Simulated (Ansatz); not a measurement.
# CH5Ga: the cost of one run

All numbers below are computed with Ansatz 0.2.0 (RKS PBE0-D4/def2-mTZVP).

## (1) The structure to begin with

Bond lengths: Ga1–H2 1.570 Å, Ga1–H3 1.570 Å, Ga1–C4 1.980 Å, C4–H5 1.110 Å, C4–H6 1.110 Å, C4–H7 1.110 Å. Angles: H2–Ga1–H3 120.0°, H2–Ga1–C4 120.0°, H3–Ga1–C4 120.0°, Ga1–C4–H5 109.5°, Ga1–C4–H6 109.5°, Ga1–C4–H7 109.5°, H5–C4–H6 109.4°, H5–C4–H7 109.4°, H6–C4–H7 109.4°.

Structure file:

```xyz
7

Ga    0.0000    0.0000    0.0000
H     0.0000    0.0000    1.5700
H     1.3596    0.0000   -0.7850
C    -1.7147    0.0000   -0.9900
H    -2.2748   -0.9305   -0.7608
H    -2.3188    0.8797   -0.6846
H    -1.5130    0.0508   -2.0803
```

## (2) Preparing the start

File input.yaml:

```yaml
crystal:
  periodic: [false, false, false]
  atoms:
    - { symbol: Ga, position_ang: [0.0, 0.0, 0.0] }
    - { symbol: H, position_ang: [0.0, 0.0, 1.57] }
    - { symbol: H, position_ang: [1.3596, 0.0, -0.785] }
    - { symbol: C, position_ang: [-1.7147, 0.0, -0.99] }
    - { symbol: H, position_ang: [-2.2748, -0.9305, -0.7608] }
    - { symbol: H, position_ang: [-2.3188, 0.8797, -0.6846] }
    - { symbol: H, position_ang: [-1.513, 0.0508, -2.0803] }
basis:
  gaussian: { orbitals: def2-mTZVP }
hamiltonian:
  xc: pbe0
  dispersion: d4
relax:
  f_tol: 0.02
  max_steps: 40
```

Command:

```console
> ansatz run input.yaml --threads 1 --pin off --max-ram 2048MiB --backend cpu --events-out ev --progress --plain --runs-dir out
```

Q: Estimate wall time and peak memory on 1 thread of Arm Neoverse V1, shared host.

About 11 s, with a peak of 0.13 GiB.
